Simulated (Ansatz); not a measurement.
# AlNiC4N4: the cost of one run

Computed with Ansatz 0.2.0 (DFT PBE, scalar-relativistic, plane waves, PAW, unless a step's input says otherwise).

1 further run of the same task is left out (it didn't finish).

### 1 The structure to begin with

It takes space group P-43m (No. 215, cubic). The conventional cell has a = 5.834 Å, b = 5.834 Å, c = 5.834 Å, α = 90.00°, β = 90.00°, γ = 90.00°. Al (site symmetry -43m) has 4 C at 1.88 Å as nearest neighbours. Ni (site symmetry -43m) is surrounded by 4 N at 2.01 Å. Around C (site symmetry 3m) lie 1 N at 1.17 Å. N (site symmetry 3m) is surrounded by 1 C at 1.17 Å.

As a file:

```xyz
10
Lattice="5.8341 0.0000 0.0000 0.0000 5.8341 0.0000 0.0000 0.0000 5.8341" Properties=species:S:1:pos:R:3 pbc="T T T"
Al    0.0000    0.0000    0.0000
Ni    2.9171    2.9171    2.9171
C     1.0825    1.0825    1.0825
C     1.0825    4.7516    4.7516
C     4.7516    1.0825    4.7516
C     4.7516    4.7516    1.0825
N     1.7580    1.7580    1.7580
N     1.7580    4.0761    4.0761
N     4.0761    1.7580    4.0761
N     4.0761    4.0761    1.7580
```

The cell is invented: two interpenetrating cyanide-bridged diamond nets (P-43m, No. 215). Lengths come from tabulated atomic sizes and are only a guess.

### 2 A first look at the guess

input.yaml

```yaml
crystal:
  lattice:
    - [5.83412447, 0.0, 0.0]
    - [0.0, 5.83412447, 0.0]
    - [0.0, 0.0, 5.83412447]
  atoms:
    - { symbol: Al, position: [0.0, 0.0, 0.0] }
    - { symbol: Ni, position: [0.5, 0.5, 0.5], spin: 2.0 }
    - { symbol: C, position: [0.18555171, 0.18555171, 0.18555171] }
    - { symbol: C, position: [0.18555171, 0.81444829, 0.81444829] }
    - { symbol: C, position: [0.81444829, 0.18555171, 0.81444829] }
    - { symbol: C, position: [0.81444829, 0.81444829, 0.18555171] }
    - { symbol: "N", position: [0.30133597, 0.30133597, 0.30133597] }
    - { symbol: "N", position: [0.30133597, 0.69866403, 0.69866403] }
    - { symbol: "N", position: [0.69866403, 0.30133597, 0.69866403] }
    - { symbol: "N", position: [0.69866403, 0.69866403, 0.30133597] }
basis:
  ecutwfc: 420
kpoints:
  mp_grid: { grid: [4, 4, 4] }
hamiltonian:
  xc: pbe
scf:
  occupations: { method: gaussian, width: 0.1 }
  lower_state_search: "off"
output:
  forces: true
  stress: true
  eigenvalues: true
  populations: true
magnetization:
  spin_polarized: true
```

On the command line:

```bash
ansatz run input.yaml --threads 1 --pin off --max-ram 2560MiB --backend cpu --events-out ev --progress --plain --runs-dir out
```

Q: Estimate wall time and peak memory on 1 thread of Arm Neoverse V2, shared host.

About 20 s, with a peak of 0.43 GiB.
